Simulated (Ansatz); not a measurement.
What does this script print? It uses Ansatz's Python interface.

`scan.py`
```python
"""Stretching a bond of HSZn, the rest held rigid."""

import ansatz as az
import numpy as np

BASIS = "def2-SVP"
XC = "pbe"

GEOMETRY = """
S    -0.35100    0.35830   -0.16160
Zn    1.40290    0.33850    0.80730
H    -1.06290   -0.76160   -0.65900
"""

molecule = az.Crystal.molecule()
for line in GEOMETRY.strip().splitlines():
    symbol, *xyz = line.split()
    molecule = molecule.atom(symbol, [float(v) for v in xyz])

symbols = [site.symbol for site in molecule.cartesian_sites]
start = np.array([site.position_ang for site in molecule.cartesian_sites])
axis = (start[2] - start[0]) / np.linalg.norm(start[2] - start[0])
moving = [2]
lengths, energies = [1.247, 1.304, 1.36, 1.417, 1.474, 1.531, 1.587, 1.672], []
for length in lengths:
    xyz = start.copy()
    xyz[moving] += (length - np.linalg.norm(start[2] - start[0])) * axis
    point = az.Crystal.molecule()
    for symbol, place in zip(symbols, xyz):
        point = point.atom(symbol, place.tolist())
    setup = point.calculation()
    setup = setup.basis(gaussian=BASIS)
    setup = setup.functional(XC).spin("collinear", total=1)
    r = setup.run(threads=1).report
    energies.append(r["free_energy_ev"])
    print(f"r = {length:6.3f} A  E = {energies[-1]:.5f} eV  <S^2> = {abs(r['mean_field']['state']['spin_squared']):.3f}")

# quartic fit about the minimum
fit = np.polynomial.Polynomial.fit(lengths, np.array(energies) - min(energies), 4).convert()
roots = [r.real for r in fit.deriv().roots() if abs(r.imag) < 1e-9 and fit.deriv(2)(r.real) > 0]
r_e = min(roots, key=lambda r: abs(r - lengths[int(np.argmin(energies))]))
print(f"minimum of the fit at {r_e:.4f} A, force constant {fit.deriv(2)(r_e):.2f} eV/A^2")
```

Output of `python scan.py`:
```text
r =  1.247 A  E = -59247.65527 eV  <S^2> = 0.752
r =  1.304 A  E = -59247.80853 eV  <S^2> = 0.752
r =  1.360 A  E = -59247.85419 eV  <S^2> = 0.752
r =  1.417 A  E = -59247.82158 eV  <S^2> = 0.752
r =  1.474 A  E = -59247.73085 eV  <S^2> = 0.752
r =  1.531 A  E = -59247.59890 eV  <S^2> = 0.752
r =  1.587 A  E = -59247.44184 eV  <S^2> = 0.752
r =  1.672 A  E = -59247.17282 eV  <S^2> = 0.752
minimum of the fit at 1.3626 A, force constant 24.36 eV/A^2
```

Notes:
- Total energies depend on the basis set; only differences at equal settings carry meaning.
- The rest of the molecule is held rigid at a force-field or estimated start geometry, and the basis set is modest; single-reference methods fail as a bond breaks.
- The run takes the species as open-shell (spin multiplicity 2), which needn't be its ground state.
- Timing: 13 s on 1 thread of Arm Neoverse V2, with other jobs on the host, peak memory 0.19 GiB.
